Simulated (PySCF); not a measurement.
# GaF with other numerical set-ups

Aim: see how much the energy and properties of GaF depend on the numerical set-up.

The runs use PySCF 2.14.0; each script names its method and basis.

2 further runs of the same task are left out: 2 that didn't finish.

### Step 1. The system as given

GaF: 2 atoms, charge 0, spin multiplicity 1.

Bond lengths: Ga1–F2 1.820 Å.

### Step 2. Base script

File input.py:

```python
from pyscf import gto, scf, mcscf

mol = gto.M(
    atom='Ga 0 0 0; F 0 0 1.82',
    basis='ano-rcc-vdzp',
    charge=0,
    spin=0,
    verbose=3,
)
mf = scf.RHF(mol)
mf = mf.sfx2c1e()
mf.kernel()
mc = mcscf.CASCI(mf, 6, 6)
mc.kernel()
mc.analyze()
mf.dip_moment()
print('orbital energies (hartree):', mf.mo_energy[..., max(0, mol.nelec[1]-3):mol.nelec[0]+3].round(4))
```

Command:

```bash
$ OMP_NUM_THREADS=1 python input.py
```

The log of this run is left out.

It gives: E(SCF) = -2041.826052 Eh, E(CAS) − E(SCF) = -0.01513 Eh, μ = 3.06 D (of the SCF density).

The bond length is a typed value, not an optimised one.

### Step 3. 6-31g (X2C off)

Variant 1 changes basis set: ano-rcc-vdzp → 6-31g; spin-free X2C: on → off.

File input.py:

```python
from pyscf import gto, scf, mcscf

mol = gto.M(
    atom='Ga 0 0 0; F 0 0 1.82',
    basis='6-31g',
    charge=0,
    spin=0,
    verbose=3,
)
mf = scf.RHF(mol)
mf.kernel()
mc = mcscf.CASCI(mf, 6, 6)
mc.kernel()
mc.analyze()
mf.dip_moment()
print('orbital energies (hartree):', mf.mo_energy[..., max(0, mol.nelec[1]-3):mol.nelec[0]+3].round(4))
```

Command:

```bash
$ OMP_NUM_THREADS=1 python input.py
```

### Step 4. Density fitting cc-pvdz-jkfit

Variant 2 changes density fitting: none → cc-pvdz-jkfit.

Edit input.py of step 2 so:

```diff
@@ -11,2 +11,3 @@
 mf = mf.sfx2c1e()
+mf = mf.density_fit(auxbasis='cc-pvdz-jkfit')
 mf.kernel()
```

### Step 5. Cartesian functions on

Variant 3 changes Cartesian functions: off → on.

Edit input.py of step 2 so:

```diff
@@ -7,2 +7,3 @@
     spin=0,
+    cart=True,
     verbose=3,
```

### Step 6. Spin-free X2C off

Variant 4 changes spin-free X2C: on → off.

Edit input.py of step 2 so:

```diff
@@ -10,3 +10,2 @@
 mf = scf.RHF(mol)
-mf = mf.sfx2c1e()
 mf.kernel()
```

What does the calculation give? Wanted: for each run, E(SCF); from base; gap; SCF dipole; after the SCF.

As calculated:

```csv
run,E(SCF) (hartree),from base (eV),gap (eV),SCF dipole (D),functions,after the SCF
base,-2041.826052,0,11.61,3.06,41,CASCI correlation -0.412 eV
6-31g (X2C off),-2022.400149,not comparable,10.90,2.68,36,CASCI correlation -0.251 eV
density fitting cc-pvdz-jkfit,-2041.344373,+13.1071,11.64,3.05,41,CASCI correlation -0.409 eV
Cartesian functions on,-2041.827452,-0.0381,11.62,3.07,n/a,CASCI correlation -0.411 eV
spin-free X2C off (poor choice),-2011.653975,not comparable,11.29,2.86,41,CASCI correlation -0.446 eV
```

The largest comparable shift of the SCF energy, +13.107 eV, comes with the run “density fitting cc-pvdz-jkfit”. Rows marked «poor choice» come from settings spoiled on purpose.
